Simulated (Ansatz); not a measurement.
**UB2PLYP/def2-SVPD run of GaHClO (SMILES [O][GaH][Cl])**

What is the vertical electron affinity of GaHClO at UB2PLYP/def2-SVPD? 

The results are computed with Ansatz 0.2.0.

70 further runs of the same task are left out: 1 that didn't finish, 69 set aside as unsound or not needed. Runs told in other sessions of the task aren't counted.

### 1 The system as given

The species is GaHClO (4 atoms), meant as a doublet with charge 0. As SMILES, `[O][GaH][Cl]`. Geometry: relaxed at PBE0-D4/def2-TZVP.

Bond lengths: O1–Ga2 1.796 Å, Ga2–Cl3 2.128 Å, Ga2–H4 1.543 Å. Angles: O1–Ga2–Cl3 112.7°, O1–Ga2–H4 122.7°, Cl3–Ga2–H4 124.6°.

### 2 The energy at UB2PLYP/def2-SVPD

Input file job.yaml:

```yaml
crystal:
  periodic: [false, false, false]
  atoms:
    - {symbol: O, position_ang: [-1.739800, -0.117700, -0.212200]}
    - {symbol: Ga, position_ang: [0.030900, 0.144300, -0.061200]}
    - {symbol: Cl, position_ang: [1.050700, -1.557300, 0.708800]}
    - {symbol: H, position_ang: [0.713700, 1.470500, -0.455700]}
basis:
  gaussian:
    orbitals: def2-SVPD
magnetization:
  spin_polarized: true
  initial_magnetization: 1
hamiltonian:
  xc: {name: B2PLYP}
correlation:
  frozen_orbitals: {Cl: 5, Ga: 9, H: 0, O: 1}
accuracy: high
output: {orbitals: {seedname: orbitals}}
```

On the command line:

```
ansatz run job.yaml --threads 1 --pin off --max-ram 3480MiB --events-out events.jsonl --progress --plain --runs-dir runs
```

The log of the run:

```text
Warning: RAYON_NUM_THREADS=1 ignored (pool sized by the plan → 1); use --threads N
Functional definition: B2PLYP
  name "B2PLYP"
  parameter a = 0.53
  parameter c = 0.27
  exchange = (1 - a)*b88_x + a*exact_x
  correlation = (1 - c)*lyp_c + c*(mp2_os + mp2_ss)
1788 factors; integrals over basis functions are off by at most 4.1e-9 eV
mean field evaluation 1: about -66918.0283 eV, gradient 4.7e1 eV
mean field evaluation 2: about -66918.0505 eV, gradient 4.7e1 eV
mean field evaluation 4: about -66927.7464 eV, gradient 1.2e1 eV
mean field evaluation 8: about -66931.5433 eV, gradient 1.2e0 eV
mean field evaluation 16: about -66931.6631 eV, gradient 2.7e-2 eV
mean field evaluation 32: about -66931.6631 eV, gradient 4.0e-6 eV
mean field evaluation 64: about -66902.4869 eV, gradient 3.1e1 eV
mean field -66931.66308873 eV, -2459.6932506003 hartree, gradient 5.1e-8 eV, S^2 0.755919; 3 other end points of the search recorded, 0 dependent functions left out
15 core orbitals not correlated: weight in the atoms' cores, before any rotation towards them, 1.000 or more for the frozen orbitals, at most 0.000 for the correlated occupied ones
reference -66931.66311020 eV, -2459.6932513893 hartree; 14, 13 occupied and 67, 68 virtual orbitals, 1788 factors
second order -16.93626289 eV of doubles, -0.00000000 eV of singles
Total energy: -66936.23590119 eV, -2459.8612983583 hartree
```

Run time: 38 s. Hardware: 1 thread of Arm Neoverse V2, shared host; peak memory 0.67 GiB.

### 3 The singlet anion, same level

Input file run.yaml:

```yaml
crystal:
  periodic: [false, false, false]
  atoms:
    - symbol: O
      position_ang: [-1.739800, -0.117700, -0.212200]
    - symbol: Ga
      position_ang: [0.030900, 0.144300, -0.061200]
    - symbol: Cl
      position_ang: [1.050700, -1.557300, 0.708800]
    - symbol: H
      position_ang: [0.713700, 1.470500, -0.455700]
basis:
  gaussian:
    orbitals: def2-SVPD
total_charge: -1
hamiltonian:
  xc: {name: B2PLYP}
correlation:
  frozen_orbitals: {Cl: 5, Ga: 9, H: 0, O: 1}
accuracy: high
output:
  orbitals: {seedname: orbitals}
```

On the command line:

```
ansatz run run.yaml --threads 1 --pin off --max-ram 3480MiB --events-out events.jsonl --progress --plain --runs-dir runs
```

The log of the run (excerpt; [...] marks lines left out):

```text
Warning: RAYON_NUM_THREADS=1 ignored (pool sized by the plan → 1); use --threads N
Functional definition: B2PLYP
  name "B2PLYP"
[...]
1790 factors; integrals over basis functions are off by at most 3.9e-9 eV
[...]
mean field -66933.57058114 eV, -2459.7633496532 hartree, gradient 8.8e-8 eV, S^2 0.000000; 0 other end points of the search recorded, 0 dependent functions left out
15 core orbitals not correlated: weight in the atoms' cores, before any rotation towards them, 1.000 or more for the frozen orbitals, at most 0.000 for the correlated occupied ones
reference -66933.57060108 eV, -2459.7633503859 hartree; 14, 14 occupied and 67, 67 virtual orbitals, 1790 factors
second order -20.56171529 eV of doubles, -0.00000000 eV of singles
Total energy: -66939.12226420 eV, -2459.9673702428 hartree
```

Run time: 12 s. Hardware: 1 thread of Arm Neoverse V2, shared host; peak memory 0.31 GiB.

### 4 Outcome

Level: UB2PLYP/def2-SVPD, 15 core orbitals frozen.

```
                                                                quantity           value
                                            doublet GaHClO: total energy  -2459.86130 Eh
doublet GaHClO: HOMO energy (SCF part's orbitals) (highest over α and β)       -10.45 eV
 doublet GaHClO: LUMO energy (SCF part's orbitals) (lowest over α and β)        -2.16 eV
                                                    doublet GaHClO: ⟨S²⟩           0.756
                                             singlet anion: total energy  -2459.96737 Eh
                        singlet anion: HOMO energy (SCF part's orbitals)        -2.24 eV
                        singlet anion: LUMO energy (SCF part's orbitals)         4.25 eV
    singlet anion: HOMO–LUMO gap (to an unbound level, set by the basis)         6.49 eV
                       vertical electron affinity (to the singlet anion)        2.886 eV
```

At fixed nuclei the extra electron is bound by 2.89 eV (278 kJ/mol).
